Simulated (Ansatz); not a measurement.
Here is an Ansatz input file for CH8BGeN, SMILES NB[CH2][GeH3]. Write the same calculation for the Python package.

```yaml
crystal:
  periodic: [false, false, false]
  atoms:
    - { symbol: "N", position_ang: [-0.2597, 1.7653, -0.592] }
    - { symbol: B, position_ang: [-0.587, 0.8737, 0.5642] }
    - { symbol: C, position_ang: [0.3814, -0.3143, 0.8737] }
    - { symbol: Ge, position_ang: [0.518, -1.5643, -0.5997] }
    - { symbol: H, position_ang: [-0.2505, 2.7706, -0.232] }
    - { symbol: H, position_ang: [-1.1478, 1.7921, -1.2256] }
    - { symbol: H, position_ang: [-1.4997, 1.059, 1.2585] }
    - { symbol: H, position_ang: [0.1158, -0.8257, 1.7973] }
    - { symbol: H, position_ang: [1.4385, 0.1047, 1.0937] }
    - { symbol: H, position_ang: [0.9268, -0.8488, -1.8557] }
    - { symbol: H, position_ang: [1.4039, -2.7367, -0.2427] }
    - { symbol: H, position_ang: [-0.9628, -2.1308, -0.8059] }
basis:
  gaussian:
    orbitals: def2-SVP
hamiltonian:
  xc: pbe0
  dispersion: d4
relax:
  f_tol: 0.02
```

Script `opt_ch8bgen.py`:
```python
# -*- coding: utf-8 -*-
import warnings

import ansatz as az
import numpy as np
import pandas as pd

GEOMETRY = """
N    -0.25970    1.76530   -0.59200
B    -0.58700    0.87370    0.56420
C     0.38140   -0.31430    0.87370
Ge    0.51800   -1.56430   -0.59970
H    -0.25050    2.77060   -0.23200
H    -1.14780    1.79210   -1.22560
H    -1.49970    1.05900    1.25850
H     0.11580   -0.82570    1.79730
H     1.43850    0.10470    1.09370
H     0.92680   -0.84880   -1.85570
H     1.40390   -2.73670   -0.24270
H    -0.96280   -2.13080   -0.80590
"""

warnings.simplefilter("ignore", az.DeckWarning)

molecule = az.Crystal.molecule()
for line in GEOMETRY.strip().splitlines():
    symbol, *xyz = line.split()
    molecule = molecule.atom(symbol, [float(v) for v in xyz])

job = molecule.calculation().basis(gaussian="def2-SVP").functional("pbe0", dispersion="d4")
symbols = [site.symbol for site in molecule.cartesian_sites]
start = np.array([site.position_ang for site in molecule.cartesian_sites], dtype=float)
def progress(event):
    if event["event"] == "relax_step":
        row = event["data"]
        print(f"step {row['step']:3d}  E = {row['lagrangian_ev']:.6f} eV  max force {row['allowed_force_max_ev_ang']:.4f} eV/A")


report = job.relax(force_tolerance=0.02).session().plan().execute(on_event=progress).report
end = np.array(report["positions_ang"])

print(f"E = {report['free_energy_ev']:.6f} eV = {report['free_energy_ev'] / 27.211386246:.7f} Ha")
print("converged:", report["converged"], " doubts:", report["published_state_doubts"] or "none")

print("bond        before    after (A)")
for i, j in [(0, 1), (0, 4), (0, 5), (1, 2), (1, 6), (2, 3), (2, 7), (2, 8), (3, 9), (3, 10), (3, 11)]:
    d0, d1 = (np.linalg.norm(xyz[i] - xyz[j]) for xyz in (start, end))
    print(f"{symbols[i]}{i}-{symbols[j]}{j}".ljust(10), f"{d0:8.4f} {d1:8.4f}")

charges = report["charge_distribution"]
table = pd.DataFrame({"atom": symbols, "mulliken": charges["mulliken_charges_e"], "lowdin": charges["lowdin_charges_e"]})
print(table.round(3).to_string())
print("dipole (e A):", np.round(charges["dipole_moment_e_ang"], 4) + 0.0)
with open("ch8bgen_opt.xyz", "w") as handle:
    handle.write(f"{len(symbols)}\nrelaxed CH8BGeN\n")
    handle.writelines(f"{s:2s} {x:11.6f} {y:11.6f} {z:11.6f}\n" for s, (x, y, z) in zip(symbols, end))
```

```console
$ python opt_ch8bgen.py
step   1  E = -59831.109057 eV  max force 1.9605 eV/A
step   2  E = -59831.379166 eV  max force 0.8685 eV/A
step   3  E = -59831.427600 eV  max force 0.5225 eV/A
step   4  E = -59831.527750 eV  max force 0.6218 eV/A
step   5  E = -59831.603107 eV  max force 1.8165 eV/A
step   6  E = -59831.935660 eV  max force 1.7741 eV/A
step   7  E = -59832.265281 eV  max force 1.9114 eV/A
step   8  E = -59832.479902 eV  max force 1.3790 eV/A
step   9  E = -59832.533032 eV  max force 0.8824 eV/A
step  10  E = -59832.527445 eV  max force 0.8089 eV/A
step  11  E = -59832.566089 eV  max force 0.3520 eV/A
step  12  E = -59832.559784 eV  max force 0.3821 eV/A
step  13  E = -59832.570764 eV  max force 0.0520 eV/A
step  14  E = -59832.572864 eV  max force 0.0796 eV/A
step  15  E = -59832.576354 eV  max force 0.0842 eV/A
step  16  E = -59832.581354 eV  max force 0.1653 eV/A
step  17  E = -59832.581515 eV  max force 0.3711 eV/A
step  18  E = -59832.600500 eV  max force 0.0944 eV/A
step  19  E = -59832.609075 eV  max force 0.1512 eV/A
step  20  E = -59832.608599 eV  max force 0.5079 eV/A
step  21  E = -59832.615956 eV  max force 0.0958 eV/A
step  22  E = -59832.619474 eV  max force 0.1536 eV/A
step  23  E = -59832.620556 eV  max force 0.3215 eV/A
step  24  E = -59832.623344 eV  max force 0.1690 eV/A
step  25  E = -59832.625545 eV  max force 0.0968 eV/A
step  26  E = -59832.626521 eV  max force 0.0198 eV/A
step  27  E = -59832.626958 eV  max force 0.0580 eV/A
step  28  E = -59832.627186 eV  max force 0.0339 eV/A
step  29  E = -59832.627284 eV  max force 0.0223 eV/A
step  30  E = -59832.627332 eV  max force 0.0053 eV/A
E = -59832.627363 eV = -2198.8084996 Ha
converged: True  doubts: none
bond        before    after (A)
N0-B1        1.4963   1.3949
N0-H4        1.0679   1.0108
N0-H5        1.0913   1.0124
B1-C2        1.5636   1.5683
B1-H6        1.1616   1.2145
C2-Ge3       1.9370   1.9631
C2-H7        1.0886   1.1017
C2-H8        1.1582   1.1027
Ge3-H9       1.5022   1.5427
Ge3-H10      1.5122   1.5432
Ge3-H11      1.5988   1.5410
   atom  mulliken  lowdin
0     N    -0.104   0.310
1     B    -0.056  -0.418
2     C    -0.284  -0.057
3    Ge     0.268   0.199
4     H     0.136   0.023
5     H     0.128   0.023
6     H    -0.029  -0.019
7     H     0.080   0.048
8     H     0.058   0.038
9     H    -0.071  -0.050
10    H    -0.064  -0.052
11    H    -0.062  -0.045
dipole (e A): [ 0.1402  0.3941 -0.0944]
```

Caveats:
- Total energies depend on the basis set; only differences at equal settings carry meaning.
- The end point is the stationary point reached from this start; no frequency run checks that it is a minimum, and the basis set is modest.
- The Löwdin charges here are taken after orthogonalising the functions within each atom; they differ from plain Löwdin charges, and their signs can be unphysical.
- Hardware and time: 5.8 min on 1 thread of Arm Neoverse N1 (shared host), peak memory 0.38 GiB.

(A comment or docstring line of the script was reworded after the run, the code is as it ran; lines on the test bed's own set-up are left out of the output.)
